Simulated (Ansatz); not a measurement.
# CH7BFN: the cost of one run

Program: Ansatz 0.2.0. Level of theory: RKS PBE-D4/def2-SVP. These are calculated values, not measurements.

1 further run of the same task is left out (it didn't finish).

## 1. The structure to begin with

Bond lengths: C2–H3 1.110 Å, C2–H4 1.110 Å, C2–H5 1.110 Å, B1–H6 1.190 Å, B1–F7 1.320 Å, B1–N8 1.850 Å, N8–H9 1.060 Å, N8–H10 1.060 Å, C2–H11 1.207 Å, N8–H11 1.192 Å. Angles (14 of 16 angles, heavy atoms first): F7–B1–N8 92.7°, H6–B1–F7 120.0°, H6–B1–N8 105.6°, B1–N8–H9 120.0°, B1–N8–H10 120.0°, B1–N8–H11 78.4°, C2–H11–N8 136.0°, H3–C2–H4 109.4°, H3–C2–H5 109.4°, H3–C2–H11 73.1°, H4–C2–H5 109.4°, H4–C2–H11 64.6°, H5–C2–H11 174.1°, H9–N8–H10 120.0°.

Coordinates:

```xyz
11

B     0.0000    0.0000    0.0000
C     0.0000    0.0000    1.9500
H    -0.9996   -0.3092    2.3205
H     0.7676   -0.7111    2.3205
H     0.2320    1.0203    2.3205
H     1.0305    0.0000   -0.5950
F    -1.1431    0.0000   -0.6600
N    -0.2369   -1.7396    0.5833
H    -0.6522   -2.4652   -0.0683
H     0.0425   -2.0107    1.5692
H    -0.1566   -1.1499    1.6165
```

## 2. Pulling towards end A

Springs on the bonds that form and break draw the guess towards this end; the thresholds are loose.

File input.yaml:

```yaml
crystal:
  periodic: [false, false, false]
  atoms:
    - { symbol: B, position_ang: [0.0, 0.0, 0.0] }
    - { symbol: C, position_ang: [0.0, 0.0, 1.95] }
    - { symbol: H, position_ang: [-0.9996, -0.3092, 2.3205] }
    - { symbol: H, position_ang: [0.7676, -0.7111, 2.3205] }
    - { symbol: H, position_ang: [0.232, 1.0203, 2.3205] }
    - { symbol: H, position_ang: [1.0305, 0.0, -0.595] }
    - { symbol: F, position_ang: [-1.1431, 0.0, -0.66] }
    - { symbol: "N", position_ang: [-0.2369, -1.7396, 0.5833] }
    - { symbol: H, position_ang: [-0.6522, -2.4652, -0.0683] }
    - { symbol: H, position_ang: [0.0425, -2.0107, 1.5692] }
    - { symbol: H, position_ang: [-0.1566, -1.1499, 1.6165] }
basis:
  gaussian: { orbitals: def2-SVP }
hamiltonian:
  xc: pbe
  dispersion: d4
relax:
  f_tol: 0.15
  max_steps: 25
  restrain:
    - { distance: [0, 7], at: 2.75, k: 30.0 }
    - { distance: [10, 1], at: 2.31, k: 30.0 }
    - { distance: [0, 1], at: 1.6, k: 30.0 }
    - { distance: [10, 7], at: 1.06, k: 30.0 }
output:
  orbitals: {}
```

Started as:

```console
> ansatz run input.yaml --threads 2 --pin off --max-ram 3072MiB --backend cpu --events-out ev --progress --plain --runs-dir out
```

Q: Estimate wall time and peak memory on 2 threads of Intel Xeon Platinum 8488C (Sapphire Rapids), shared host.

About 19 s, with a peak of 0.17 GiB.
